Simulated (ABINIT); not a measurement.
# InSb3 (Fm-3m) in ABINIT: equation of state

Aim: energy against volume of InSb3 in PBEsol, for its equilibrium volume and stiffness.

Program: ABINIT 10.8.3 (patched build). These are calculated values, not measurements. Logs are shortened: lines on timing, memory, paths and dates and some standing lists are left out, and cuts for length are marked. The log counts tension as positive stress, the text compression.

## Step 1: Starting point

Symmetry: Fm-3m, No. 225, cubic system. The conventional cell has a = 7.589 Å, b = 7.589 Å, c = 7.589 Å, α = 90.00°, β = 90.00°, γ = 90.00°. Sb (site symmetry m-3m) has 8 Sb at 3.29 Å as nearest neighbours. Sb (site symmetry -43m) is surrounded by 4 In at 3.29 Å and 4 Sb at 3.29 Å. In (site symmetry m-3m) is surrounded by 8 Sb at 3.29 Å.

The cell comes from a database or a generator and needn't be the stable form of this composition.

## Step 2: Equation of state, PBEsol

Input file run.abi:

```
# Datasets: one volume each
ndtset 7
scalecart1 3*0.9795861087
scalecart2 3*0.9864848297
scalecart3 3*0.9932883884
scalecart4 3*1.0000000000
scalecart5 3*1.0066227096
scalecart6 3*1.0131594038
scalecart7 3*1.0196128224

# Pseudopotentials
pp_dirpath "./"
pseudos "Sb.upf, In.upf"

# Structure
acell 3*1.0 Angstrom
rprim
     0.0000000000     3.7945550000     3.7945550000
     3.7945550000     0.0000000000     3.7945550000
     3.7945550000     3.7945550000     0.0000000000
ntypat 2
znucl 51 49
natom 4
typat 1 1 1 2
xred
     0.5000000000     0.5000000000     0.5000000000
     0.7500000000     0.7500000000     0.7500000000
     0.2500000000     0.2500000000     0.2500000000
     0.0000000000     0.0000000000     0.0000000000

# Plane-wave basis
ecut 40.0

# k points
kptopt 1
ngkpt 6 6 6
nshiftk 1
shiftk 0.0 0.0 0.0

# Exchange and correlation
ixc -116133

# Bands and occupations
nband 35
occopt 3
tsmear 0.00183747

# SCF cycle
nstep 100
tolvrs 1.0e-10

# Output
iomode 3
prtwf 0
prtden 0
prteig 0
prtebands 0
```

Potentials or basis: PseudoDojo NC SR PBEsol v0.4.1 standard.

Launch:

```sh
mpirun --bind-to none -np 4 abinit run.abi > log 2>&1
```

run.abo:

```text
.Version 10.8.3 of ABINIT
 DATASET    1 : space group Fm -3 m (#225); Bravais cF (face-center cubic)
================================================================================
 Values of the parameters that define the memory need for DATASET  1.
     intxc =       0    ionmov =       0      iscf =       7    lmnmax =       6
     lnmax =       6     mgfft =      60  mpssoang =       3    mqgrid =    3001
     natom =       4  nloc_mem =       1    nspden =       1   nspinor =       1
    nsppol =       1      nsym =      48    n1xccc =    2501    ntypat =       2
    occopt =       3   xclevel =       2
       mpw =        8396          nfft =      216000          nkpt =          16
================================================================================
================================================================================
[... 61 lines left out ...]
 DATASET    7 : space group Fm -3 m (#225); Bravais cF (face-center cubic)
================================================================================
 Values of the parameters that define the memory need for DATASET  7.
     intxc =       0    ionmov =       0      iscf =       7    lmnmax =       6
     lnmax =       6     mgfft =      60  mpssoang =       3    mqgrid =    3001
     natom =       4  nloc_mem =       1    nspden =       1   nspinor =       1
    nsppol =       1      nsym =      48    n1xccc =    2501    ntypat =       2
    occopt =       3   xclevel =       2
       mpw =        9491          nfft =      216000          nkpt =          16
================================================================================
================================================================================

--------------------------------------------------------------------------------
------------- Echo of variables that govern the present computation ------------
--------------------------------------------------------------------------------
 -outvars: echo values of preprocessed input variables --------
            acell      1.8897261259E+00  1.8897261259E+00  1.8897261259E+00 Bohr
              amu      1.21753000E+02  1.14820000E+02
             ecut      4.00000000E+01 Hartree
              ixc     -116133
           jdtset        1    2    3    4    5    6    7
         kptrlatt        6    0    0      0    6    0      0    0    6
          kptrlen1     5.96030639E+01
          kptrlen2     6.00228176E+01
          kptrlen3     6.04367812E+01
          kptrlen4     6.08451502E+01
          kptrlen5     6.12481100E+01
          kptrlen6     6.16458361E+01
          kptrlen7     6.20384953E+01
            natom           4
            nband          35
           ndtset           7
            ngfft          60      60      60
             nkpt          16
            nstep         100
             nsym          48
           ntypat           2
           occopt           3
[... 88 lines left out ...]
                       0.0000000000E+00  0.0000000000E+00  0.0000000000E+00
            znucl       51.00000   49.00000

================================================================================

 chkinp: Checking input parameters for consistency, jdtset=   1.

 chkinp: Checking input parameters for consistency, jdtset=   2.
[... 29 lines left out ...]
 getcut: wavevector=  0.0000  0.0000  0.0000  ngfft=  60  60  60
         ecut(hartree)=     40.000   => boxcut(ratio)=   2.12148

--- Pseudopotential description ------------------------------------------------
- pspini: atom type   1  psp file is ./Sb.upf
12 -116133 2 -1 1434                          pspcod,pspxc,lmax,lloc,mmax
     nproj     2     2     2

- pspini: atom type   2  psp file is ./In.upf
12 -116133 2 -1 1940                          pspcod,pspxc,lmax,lloc,mmax
     nproj     2     2     2

   6.04644636E+03                                ecore*ucvol(ha*bohr**3)
--------------------------------------------------------------------------------

================================================================================

--- !BeginCycle
iteration_state: {dtset: 1, }
solver: {iscf: 7, nstep: 100, nline: 4, wfoptalg: 0, }
tolerances: {tolvrs: 1.00E-10, }
...
[... 1159 lines left out ...]
-Cartesian components of stress tensor (GPa)         [Pressure= -5.3613E+00 GPa]
- sigma(1 1)=  5.36128293E+00  sigma(3 2)=  0.00000000E+00
- sigma(2 2)=  5.36128293E+00  sigma(3 1)=  0.00000000E+00
- sigma(3 3)=  5.36128293E+00  sigma(2 1)=  0.00000000E+00

== END DATASET(S) ==============================================================
================================================================================

 -outvars: echo values of variables after computation  --------
            acell      1.8897261259E+00  1.8897261259E+00  1.8897261259E+00 Bohr
           etotal1    -3.3862583751E+02
           etotal2    -3.3862565699E+02
           etotal3    -3.3862488757E+02
           etotal4    -3.3862360630E+02
           etotal5    -3.3862187251E+02
           etotal6    -3.3861974040E+02
           etotal7    -3.3861725511E+02
            fcart1     2.0963551930E-30 -8.9843793986E-31 -2.9947931329E-31
                       2.0963551930E-30 -8.9843793986E-31 -2.9947931329E-31
                      -6.2890655790E-30  2.6953138196E-30  8.9843793986E-31
                       2.0963551930E-30 -8.9843793986E-31 -2.9947931329E-31
            fcart2     5.9476996768E-31  5.9476996768E-31 -5.9476996768E-31
                      -2.3790798707E-30  0.0000000000E+00 -1.1895399354E-30
                       1.1895399354E-30 -1.1895399354E-30  2.3790798707E-30
                       5.9476996768E-31  5.9476996768E-31 -5.9476996768E-31
            fcart3     7.7528859567E-31 -3.6918504556E-32 -3.3226654100E-31
                      -5.5377756834E-31 -4.7994055923E-31  1.5874956959E-30
[... 66 lines left out ...]
                       5.6918325000E+00  5.6918325000E+00  5.6918325000E+00
                       1.8972775000E+00  1.8972775000E+00  1.8972775000E+00
                       0.0000000000E+00  0.0000000000E+00  0.0000000000E+00
           xangst5     3.8196852358E+00  3.8196852358E+00  3.8196852358E+00
                       5.7295278537E+00  5.7295278537E+00  5.7295278537E+00
                       1.9098426179E+00  1.9098426179E+00  1.9098426179E+00
                       0.0000000000E+00  0.0000000000E+00  0.0000000000E+00
           xangst6     3.8444890815E+00  3.8444890815E+00  3.8444890815E+00
                       5.7667336222E+00  5.7667336222E+00  5.7667336222E+00
                       1.9222445407E+00  1.9222445407E+00  1.9222445407E+00
                       0.0000000000E+00  0.0000000000E+00  0.0000000000E+00
           xangst7     3.8689769333E+00  3.8689769333E+00  3.8689769333E+00
                       5.8034654000E+00  5.8034654000E+00  5.8034654000E+00
                       1.9344884667E+00  1.9344884667E+00  1.9344884667E+00
                       0.0000000000E+00  0.0000000000E+00  0.0000000000E+00
             xred      5.0000000000E-01  5.0000000000E-01  5.0000000000E-01
                       7.5000000000E-01  7.5000000000E-01  7.5000000000E-01
                       2.5000000000E-01  2.5000000000E-01  2.5000000000E-01
                       0.0000000000E+00  0.0000000000E+00  0.0000000000E+00
 Calculation completed.
```

Run time: 6.2 min. Hardware: 4 MPI ranks of Intel Xeon 6975P-C (Granite Rapids), shared host; peak memory 0.64 GiB.

What came out:

```yaml
Equilibrium_volume: 25.79 Å³/atom
Bulk_modulus: 61 GPa
Pressure_derivative_of_the_bulk_modulus: 5.0
```

Energy against volume, from the lowest point:
| volume (Å³/atom) | energy (meV/atom) |
| --- | --- |
| 25.679 | 0.00 |
| 26.226 | 1.23 |
| 26.772 | 6.46 |
| 27.318 | 15.18 |
| 27.865 | 26.97 |
| 28.411 | 41.48 |
| 28.957 | 58.38 |

Caveat: pressures at fixed basis lie under the slope of the energies.
